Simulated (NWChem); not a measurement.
# One shape, several levels: TiH2O2F2 (SMILES [OH][Ti]([OH])([F])[F])

Aim: a comparison of 3 runs (HF/def2-SVP, CAM-B3LYP/def2-SVP, PBE0/def2-SVP) of TiH2O2F2. 

The calculation is run with NWChem 7.3.0.

**1. The system as given**

The species is TiH2O2F2 (7 atoms), meant as a singlet with charge 0. SMILES: `[OH][Ti]([OH])([F])[F]`. The coordinates come from a PBE0-D4/def2-TZVP relaxation. This is one conformer, not always the lowest.

Bond lengths: O1–Ti2 1.778 Å, Ti2–O3 1.778 Å, Ti2–F4 1.760 Å, Ti2–F5 1.760 Å, O1–H6 0.958 Å, O3–H7 0.958 Å. Angles: O1–Ti2–O3 107.7°, O1–Ti2–F4 110.8°, O1–Ti2–F5 110.8°, O3–Ti2–F4 110.8°, O3–Ti2–F5 110.8°, F4–Ti2–F5 106.1°, Ti2–O1–H6 134.9°, Ti2–O3–H7 134.9°.

**2. Energy and forces at HF/def2-SVP (run 1)**

Input file f2h2o2ti.xyz:

```xyz
7
F2H2O2Ti
O     -1.222200     0.595900     0.894200
Ti    -0.019900    -0.026700    -0.258300
O      1.418800    -0.509700     0.668200
F     -0.668500    -1.391700    -1.160300
F      0.390100     1.197400    -1.454500
H     -2.109200     0.951200     0.819800
H      2.272200    -0.884300     0.445100
```

Input file run.py:

```python
from ase.io import read
from ase.calculators.nwchem import NWChem

molecule = read('f2h2o2ti.xyz')

calc = NWChem(
    label='f2h2o2ti',
    theory='scf',
    memory='2200 mb',
    basis='def2-SVP',
    basispar='spherical bse',
    scf={'nopen': '0', 'rhf': None, 'thresh': '1e-08', 'maxiter': '80'},
)
molecule.calc = calc

forces = molecule.get_forces()
e = molecule.get_potential_energy()
print(f"E = {e:.6f} eV")
print("forces (eV/A):")
for s, f in zip(molecule.symbols, forces):
    print(f"{s:2s} {f[0]:10.5f} {f[1]:10.5f} {f[2]:10.5f}")
print("dipole (e A):", molecule.get_dipole_moment().round(4))
```

The run is started by

```console
$ export ASE_NWCHEM_COMMAND="nwchem PREFIX.nwi > PREFIX.nwo"
$ python run.py
```

Standard output:

```text
E = -32599.430208 eV
forces (eV/A):
O    -0.19067   -0.01157   -0.79786
Ti    0.04587    0.02571    0.39739
O     0.00288   -0.09395   -0.81406
F     0.25464    0.53772    0.34489
F    -0.16285   -0.48316    0.46054
H     0.69363   -0.26781    0.14784
H    -0.64344    0.29305    0.26128
dipole (e A): [0.0138 0.0084 0.1206]
```

The calculator wrote f2h2o2ti.nwi:

```
title "f2h2o2ti"

permanent_dir f2h2o2ti

scratch_dir f2h2o2ti

start f2h2o2ti

geometry units angstrom nocenter noautosym noautoz
  O  -1.2222000000000000e+00 5.9589999999999999e-01 8.9419999999999999e-01
  Ti -1.9900000000000001e-02 -2.6700000000000002e-02 -2.5829999999999997e-01
  O  1.4188000000000001e+00 -5.0970000000000004e-01 6.6820000000000002e-01
  F  -6.6849999999999998e-01 -1.3916999999999999e+00 -1.1603000000000001e+00
  F  3.9010000000000000e-01 1.1974000000000000e+00 -1.4544999999999999e+00
  H  -2.1092000000000000e+00 9.5120000000000005e-01 8.1979999999999997e-01
  H  2.2722000000000002e+00 -8.8429999999999997e-01 4.4510000000000000e-01
end

memory 2200 mb

basis spherical bse noprint
   * library def2-SVP
end

scf
  nopen 0
  rhf
  thresh 1e-08
  maxiter 80
end

task scf gradient
```

f2h2o2ti.nwo, cut to the lines that bear on the results:

```text
[...]
      One-electron energy =  -2302.729305001054
[... 1 line left out ...]
 Nuclear repulsion energy =    329.128940186571
[... 47 lines left out ...]
                       ROHF Final Molecular Orbital Analysis
[... 250 lines left out ...]
                              NWChem Gradients Module
[...]
  wavefunction    =   RHF
                         RHF ENERGY GRADIENTS
    atom               coordinates                        gradient
                 x          y          z           x          y          z
   1 O      -2.309623   1.126088   1.689793    0.003708   0.000225   0.015516
   2 Ti     -0.037606  -0.050456  -0.488116   -0.000892  -0.000500  -0.007728
   3 O       2.681143  -0.963193   1.262715   -0.000056   0.001827   0.015831
   4 F      -1.263282  -2.629932  -2.192649   -0.004952  -0.010457  -0.006707
   5 F       0.737182   2.262758  -2.748606    0.003167   0.009396  -0.008956
   6 H      -3.985810   1.797507   1.549197   -0.013489   0.005208  -0.002875
   7 H       4.293835  -1.671085   0.841117    0.012513  -0.005699  -0.005081
[...]
```

Run time: 30 s. Hardware: 1 thread of Intel Xeon Platinum 8488C (Sapphire Rapids), shared host; peak memory 0.11 GiB.

**3. Energy and forces at CAM-B3LYP/def2-SVP (run 2)**

Input file f2h2o2ti.nw:

```
start f2h2o2ti
memory stack 880 mb heap 220 mb global 1100 mb
charge 0

geometry units angstroms noautosym nocenter noautoz
 O       -1.222200       0.595900       0.894200
 Ti      -0.019900      -0.026700      -0.258300
 O        1.418800      -0.509700       0.668200
 F       -0.668500      -1.391700      -1.160300
 F        0.390100       1.197400      -1.454500
 H       -2.109200       0.951200       0.819800
 H        2.272200      -0.884300       0.445100
end

basis spherical bse
 O library def2-SVP
 Ti library def2-SVP
 F library def2-SVP
 H library def2-SVP
end

dft
 xc xcamb88 1.00 lyp 0.81 vwn_5 0.19 hfexch 1.00
 cam 0.33 cam_alpha 0.19 cam_beta 0.46
 grid fine
 convergence energy 1e-08
 direct
 maxiter 100
 mulliken
end

task dft gradient
```

The run is started by

```console
$ nwchem f2h2o2ti.nw > f2h2o2ti.out
```

Standard output:

```text
[...]
          Wavefunction type:  closed shell.
          No. of atoms     :     7
          No. of electrons :    58
[...]
          Charge           :     0
          Spin multiplicity:     1
[...]
          AO basis - number of functions:    97
[...]
              XC Information
              --------------
                     Hartree-Fock (Exact) Exchange  1.000
                   CAM-Becke88 Exchange Functional  1.000
                      VWN V Correlation Functional  0.190 local
              Lee-Yang-Parr Correlation Functional  0.810
[...]
 d= 0,ls=0.0,diis     1  -1200.1232907868 -1.53D+03  3.87D-02  3.40D+00     4.5
[...]
 d= 0,ls=0.0,diis    12  -1200.6114806696 -6.17D-09  3.60D-07  2.53D-09    53.4
         Total DFT energy =    -1200.611480669565
      One electron energy =    -2306.354416918060
           Coulomb energy =      857.487781676193
    Exchange-Corr. energy =      -80.873785614270
 Nuclear repulsion energy =      329.128940186572
[...]
      Total Density - Mulliken Population Analysis
     ---------------------------------------------
    Atom       Charge   Shell Charges
 -----------   ------   -------------------------------------------------------
    1 O    8     8.44   1.99  1.06  0.68  2.88  1.83  0.01
    2 Ti  22    20.76   2.00  2.00  2.01  0.18 -0.01  6.00  6.04  0.49  1.22  0.76  0.08
    3 O    8     8.44   1.99  1.06  0.68  2.88  1.83  0.01
    4 F    9     9.38   1.99  1.12  0.82  3.33  2.11  0.00
    5 F    9     9.38   1.99  1.12  0.82  3.33  2.11  0.00
    6 H    1     0.79   0.66  0.06  0.07
    7 H    1     0.79   0.66  0.06  0.07
[...]
  wavefunction    = closed shell
[...]
                         DFT ENERGY GRADIENTS
    atom               coordinates                        gradient
                 x          y          z           x          y          z
   1 O      -2.309623   1.126088   1.689793   -0.012528   0.005948   0.007232
   2 Ti     -0.037606  -0.050456  -0.488116   -0.000086  -0.000027  -0.000631
   3 O       2.681143  -0.963193   1.262715    0.014008  -0.005166   0.004961
   4 F      -1.263282  -2.629932  -2.192649   -0.004213  -0.008912  -0.005646
   5 F       0.737182   2.262758  -2.748606    0.002708   0.008017  -0.007564
   6 H      -3.985810   1.797507   1.549197    0.005564  -0.002240   0.000345
   7 H       4.293835  -1.671085   0.841117   -0.005453   0.002380   0.001302
[...]
```

Wall time 81 s (1 thread of Intel Xeon Platinum 8488C (Sapphire Rapids), shared host); peak memory 0.13 GiB.

**4. Energy and gradient at PBE0/def2-SVP (run 3)**

Input file run.py:

```python
from ase import Atoms
from ase.calculators.nwchem import NWChem

molecule = Atoms(['O', 'Ti', 'O', 'F', 'F', 'H', 'H'], positions=[
    [-1.222200, 0.595900, 0.894200],
    [-0.019900, -0.026700, -0.258300],
    [1.418800, -0.509700, 0.668200],
    [-0.668500, -1.391700, -1.160300],
    [0.390100, 1.197400, -1.454500],
    [-2.109200, 0.951200, 0.819800],
    [2.272200, -0.884300, 0.445100],
])

calc = NWChem(
    label='nw',
    theory='dft',
    memory='2200 mb',
    basis='def2-SVP',
    basispar='spherical bse',
    dft={'xc': 'pbe0', 'mult': '1', 'grid': 'fine', 'convergence': 'energy 1e-08', 'iterations': '100', 'mulliken': None},
)
molecule.calc = calc

forces = molecule.get_forces()
print(f"energy = {molecule.get_potential_energy():.6f} eV")
print("forces (eV/A):")
for s, f in zip(molecule.symbols, forces):
    print(f"{s:2s} {f[0]:10.5f} {f[1]:10.5f} {f[2]:10.5f}")
print("dipole (e A):", molecule.get_dipole_moment().round(4))
```

The run is started by

```console
$ export ASE_NWCHEM_COMMAND="nwchem PREFIX.nwi > PREFIX.nwo"
$ python run.py
```

Standard output:

```text
energy = -32657.014875 eV
forces (eV/A):
O     0.53124   -0.25027   -0.28935
Ti    0.00360    0.00093    0.02494
O    -0.59099    0.21978   -0.19324
F     0.18008    0.37996    0.24616
F    -0.11467   -0.34098    0.32776
H    -0.19530    0.07533   -0.04150
H     0.18605   -0.08464   -0.07482
dipole (e A): [0.013  0.0079 0.1136]
```

The calculator wrote nw.nwi:

```
title "nw"

permanent_dir nw

scratch_dir nw

start nw

geometry units angstrom nocenter noautosym noautoz
  O  -1.2222000000000000e+00 5.9589999999999999e-01 8.9419999999999999e-01
  Ti -1.9900000000000001e-02 -2.6700000000000002e-02 -2.5829999999999997e-01
  O  1.4188000000000001e+00 -5.0970000000000004e-01 6.6820000000000002e-01
  F  -6.6849999999999998e-01 -1.3916999999999999e+00 -1.1603000000000001e+00
  F  3.9010000000000000e-01 1.1974000000000000e+00 -1.4544999999999999e+00
  H  -2.1092000000000000e+00 9.5120000000000005e-01 8.1979999999999997e-01
  H  2.2722000000000002e+00 -8.8429999999999997e-01 4.4510000000000000e-01
end

memory 2200 mb

basis spherical bse noprint
   * library def2-SVP
end

dft
  xc pbe0
  mult 1
  grid fine
  convergence energy 1e-08
  iterations 100
  mulliken
end

task dft gradient
```

nw.nwo, cut to the lines that bear on the results:

```text
[...]
         Total DFT energy =    -1200.123170723201
[...]
  wavefunction    = closed shell
                         DFT ENERGY GRADIENTS
    atom               coordinates                        gradient
                 x          y          z           x          y          z
   1 O      -2.309623   1.126088   1.689793   -0.010331   0.004867   0.005627
   2 Ti     -0.037606  -0.050456  -0.488116   -0.000070  -0.000018  -0.000485
   3 O       2.681143  -0.963193   1.262715    0.011493  -0.004274   0.003758
   4 F      -1.263282  -2.629932  -2.192649   -0.003502  -0.007389  -0.004787
   5 F       0.737182   2.262758  -2.748606    0.002230   0.006631  -0.006374
   6 H      -3.985810   1.797507   1.549197    0.003798  -0.001465   0.000807
   7 H       4.293835  -1.671085   0.841117   -0.003618   0.001646   0.001455
[...]
```

Wall time 49 s (1 thread of Intel Xeon Platinum 8488C (Sapphire Rapids), shared host); peak memory 0.13 GiB.

**5. The series**

| run | level | iteration cap | module | energy (Eh) | dipole moment (D) | HOMO energy (eV) | LUMO energy (eV) | wall time |
| --- | --- | --- | --- | --- | --- | --- | --- | --- |
| 1 | HF/def2-SVP | 80 | scf | -1198.006973 | 0.58 | -14.33 | 1.55 | 30 s |
| 2 | CAM-B3LYP/def2-SVP | 100 | dft | -1200.611481 | 0.53 | -11.05 | -0.81 | 81 s |
| 3 | PBE0/def2-SVP | 100 | dft | -1200.123171 | 0.55 | -9.63 | -2.03 | 49 s |

**6. Summary of results**

| quantity | value |
| --- | --- |
| run 3: total energy | -1200.12317 Eh |
| run 3: dipole moment | 0.55 D |
| run 3: HOMO energy | -9.63 eV |
| run 3: LUMO energy | -2.03 eV |
| run 3: HOMO–LUMO gap | 7.60 eV |
| run 3: largest force on an atom | 0.659 eV/Å |

In words: The dipole moment (its size) runs from 0.53 D (CAM-B3LYP/def2-SVP) to 0.58 D (HF/def2-SVP). The HOMO–LUMO gap runs from 7.60 eV (PBE0/def2-SVP) to 15.88 eV (HF/def2-SVP). Exact exchange widens orbital gaps. Totals of different functionals can't be ranked against each other. All runs together took 2.7 min, the longest 81 s.
